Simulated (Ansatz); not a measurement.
# SbSe2: the cost of one run

Program: Ansatz 0.2.0. Level of theory: DFT PBE, scalar-relativistic, plane waves, PAW. These are calculated values, not measurements.

## 1. The starting structure

Symmetry: P-3m1, No. 164, trigonal system. The conventional cell has a = 3.892 Å, b = 3.892 Å, c = 6.600 Å, α = 90.00°, β = 90.00°, γ = 120.00°. Sb (site symmetry -3m) is surrounded by 6 Se at 2.80 Å. Se (site symmetry 3m) has 3 Sb at 2.80 Å as nearest neighbours.

Structure file:

```
CELL_PARAMETERS angstrom
3.89229 0.00000 0.00000
-1.94614 3.37082 0.00000
0.00000 0.00000 6.60031
ATOMIC_POSITIONS crystal
Sb 0.00000 0.00000 0.00000
Se 0.66667 0.33333 0.74631
Se 0.33333 0.66667 0.25369
```

It is the end of an earlier relaxation with the same method, from a database cell with other species swapped in; it is a trial structure. At a tolerance of 0.05 Å it has space group P-3m1 (No. 164); it has 28.87 Å³/atom, an uncorrected energy of -0.15 eV/atom over the elements.

## 2. Bands, states and charges

Input file input.yaml:

```yaml
crystal:
  lattice:
    - [3.8922873493, 0.0, 0.0]
    - [-1.9461436747, 3.3708197233, 0.0]
    - [0.0, 0.0, 6.6003146964]
  atoms:
    - { symbol: Sb, position: [0.0, 0.0, 0.0] }
    - { symbol: Se, position: [0.6666666667, 0.3333333333, 0.7463127642] }
    - { symbol: Se, position: [0.3333333333, 0.6666666667, 0.2536872358] }
basis:
  ecutwfc: 420
kpoints:
  mp_grid: { grid: [12, 12, 8] }
  band_path:
    path:
      - [[0.0, 0.0, 0.0], [0.5, 0.0, 0.0], [0.33333333, 0.33333333, 0.0], [0.0, 0.0, 0.0], [0.0, 0.0, 0.5], [0.5, 0.0, 0.5], [0.33333333, 0.33333333, 0.5], [0.0, 0.0, 0.5]]
      - [[0.5, 0.0, 0.5], [0.5, 0.0, 0.0]]
      - [[0.33333333, 0.33333333, 0.5], [0.33333333, 0.33333333, 0.0]]
    npoints: 14
hamiltonian:
  xc: pbe
scf:
  occupations: { method: gaussian, width: 0.1 }
  n_extra_bands: 7
output:
  forces: true
  stress: true
  eigenvalues: true
  populations: true
  dos: { projected: true, de: 0.02, nscf_kmesh: { grid: [15, 15, 10] } }
  bader: true
```

Started as:

```bash
ansatz run input.yaml --threads 1 --pin off --max-ram 2560MiB --backend cpu --events-out ev --progress --plain --runs-dir out
```

Q: Estimate wall time and peak memory on 1 thread of Arm Neoverse V1, shared host.

About 64 s, with a peak of 0.64 GiB.
